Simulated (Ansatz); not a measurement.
# CH6OS2Si: up Jacob's ladder to CCSD(T)

The task here is to estimate one member of a computed series from the others.

Method: functionals in def2-TZVPP, the program's frozen cores in correlated methods; program: Ansatz 0.2.0, Gaussian basis.

The runs, in order: PBE-D4, r2SCAN-D4, PBE0-D4, B3LYP-D4, ωB97X-V, ωB97M-V, B2PLYP; CCSD(T)/def2-TZVPP; MP2/def2-QZVPP; extrapolation to the limit.

**The geometry**

An earlier PBE0-D4 in a triple-zeta def2 set relaxation fixed the geometry.

11 atoms, charge 0, spin multiplicity 1.

Atoms are counted from 1 here; the program's logs count them from 0.

Bond lengths: O1–C2 1.380 Å, O1–H6 0.967 Å, C2–S3 1.851 Å, C2–H7 1.096 Å, C2–H8 1.089 Å, S3–Si4 2.110 Å, Si4–S5 2.160 Å, Si4–H9 1.481 Å, Si4–H10 1.486 Å, S5–H11 1.343 Å. Angles: C2–O1–H6 108.1°, O1–C2–S3 114.3°, O1–C2–H7 113.2°, O1–C2–H8 107.9°, S3–C2–H7 107.5°, S3–C2–H8 104.7°, H7–C2–H8 108.8°, C2–S3–Si4 98.4°, S3–Si4–S5 109.8°, S3–Si4–H9 106.7°, S3–Si4–H10 112.8°, S5–Si4–H9 111.4°, S5–Si4–H10 105.4°, H9–Si4–H10 110.8°, Si4–S5–H11 94.2°.

The first run:

in.yaml

```yaml
crystal:
  periodic: [false, false, false]
  atoms:
    - {symbol: O, position_ang: [1.805950, 0.239619, 1.121451]}
    - {symbol: C, position_ang: [0.598016, 0.899820, 1.225398]}
    - {symbol: S, position_ang: [-0.861910, -0.213583, 1.462945]}
    - {symbol: Si, position_ang: [-1.258499, -0.635874, -0.565712]}
    - {symbol: S, position_ang: [0.506690, -1.460081, -1.499592]}
    - {symbol: H, position_ang: [1.801717, -0.266627, 0.297177]}
    - {symbol: H, position_ang: [0.384699, 1.545602, 0.366230]}
    - {symbol: H, position_ang: [0.627740, 1.512620, 2.125688]}
    - {symbol: H, position_ang: [-2.381141, -1.601815, -0.587188]}
    - {symbol: H, position_ang: [-1.591704, 0.579421, -1.352779]}
    - {symbol: H, position_ang: [0.433843, -0.656103, -2.573017]}
basis:
  gaussian: {orbitals: def2-TZVPP}
hamiltonian: {xc: pbe, dispersion: d4}
output: {forces: true, orbitals: {seedname: orbitals}}
```

On the command line:

```sh
$ ansatz run in.yaml --threads 4 --pin off --events-out ev --progress --plain --max-ram 10444MiB
```

Among the steps run: PBE-D4 (GGA); r2SCAN-D4 (meta-GGA); PBE0-D4 (hybrid); B3LYP-D4 (hybrid); ωB97X-V (range-separated); ωB97M-V (range-separated); B2PLYP (double hybrid); CCSD(T) in def2-TZVPP; MP2 in def2-QZVPP.

One of the session's tables, all rows but one given; the rest of the session is left out.

It belongs to the step «Atomisation energies». 

```
            method  atomisation energy (kJ/mol)
            PBE-D4                       3755.5
         r2SCAN-D4                       3705.8
           PBE0-D4                       3687.3
          B3LYP-D4                       3673.1
           ωB97X-V                       3713.4
           ωB97M-V                       3711.9
            B2PLYP                       3622.9
     HF/def2-TZVPP                       2588.6
    MP2/def2-TZVPP                            ?
   CCSD/def2-TZVPP                       3512.9
CCSD(T)/def2-TZVPP                       3577.9
           MP2/CBS                       3750.6
       CCSD(T)/CBS                       3696.9
```

**Question.** Estimate the row for MP2/def2-TZVPP.

As computed: atomisation energy (kJ/mol): 3631.5. In the column «atomisation energy (kJ/mol)» it lies between B2PLYP (3622.9) and B3LYP-D4 (3673.1).

Caveats from the session: Free atoms (1 O, 1 C, 2 S, 1 Si, 6 H) were run apart at each level; the atomisation energy is their sum less the molecule, without zero-point or spin-orbit terms.
